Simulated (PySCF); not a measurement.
# [IBr2]-: geometry, NMR shifts and electronic excitations

Aim: predict the NMR shifts and electronic excitations of [IBr2]- (`Br[I-]Br`).

Computed with PySCF 2.14.0, with density-fitted response routines of our own, on a single molecule in the gas phase. Atoms are numbered from 0 throughout.

## (1) The molecule as given

3 atoms, charge -1, multiplicity 1; geometry from: GFN2-xTB.

Bonds of the start (Å): I0–Br1 2.76, I0–Br2 2.76.

## (2) Geometry optimisation at PBE0-D3(BJ)/def2-SVP

Job settings and geometry (Å):

```
{"job": {"xc": "PBE0", "basis": "def2-SVP", "d3": "d3bj", "grid": 1, "maxiter": 40, "kind": "geom"}, "charge": -1, "multiplicity": 1}
I      0.000550     0.000320     0.000110
Br    -0.018810    -0.023650     2.756270
Br     0.018270     0.023330    -2.756390
```

**Question.** This job is followed by: GIAO PBE0/pcSseg-1 I:def2-TZVP NMR shielding, non-relativistic, gas phase; TDDFT CAM-B3LYP/def2-SVPD, vertical, gas phase, core orbitals frozen in the response; GIAO KT2/pcSseg-1 I:def2-TZVP NMR shielding, non-relativistic, gas phase. What will the session give for the following? point group; rotational constants (main isotopes); 79Br shifts against HBr (PBE0/def2-TZVP+pcSseg-1, means over atoms taken as alike); lowest singlet (CAM-B3LYP/def2-SVPD); brightest single state of those computed; lowest triplet; range of the shift of Br1.

As calculated:

| quantity | value |
| --- | --- |
| point group | D∞h |
| rotational constants (main isotopes) | 0.42, 0.42 GHz |
| 79Br shifts against HBr (PBE0/def2-TZVP+pcSseg-1, means over atoms taken as alike) | 100 ppm |
| lowest singlet (CAM-B3LYP/def2-SVPD) | 2.91 eV (426 nm), f = 0.000 |
| brightest single state of those computed | state 7, 5.04 eV, f = 1.520 |
| lowest triplet | 2.37 eV |
| range of the shift of Br1 | 100 to 258 ppm |

What this shows: With PBE0/def2-SVP, its start was all but relaxed already: 2 steps gained 1.2 meV. The lowest singlet, at 2.91 eV, is HOMO→LUMO 0.94 and is dark; of the 10 states computed, the strongest absorption comes from state 7 at 5.04 eV. The lowest triplet lies 0.53 eV below the lowest singlet (triplets in Tamm-Dancoff, singlets in full TDDFT). Spin-orbit coupling, left out, mixes singlets and triplets in elements this heavy. The shift of Br1 (with its like atoms) runs from 100 (PBE0/def2-TZVP+pcSseg-1) to 258 ppm (KT2/def2-TZVP+pcSseg-1). Spin-orbit coupling is left out, which matters for shieldings and couplings at and beside the heavy atoms.
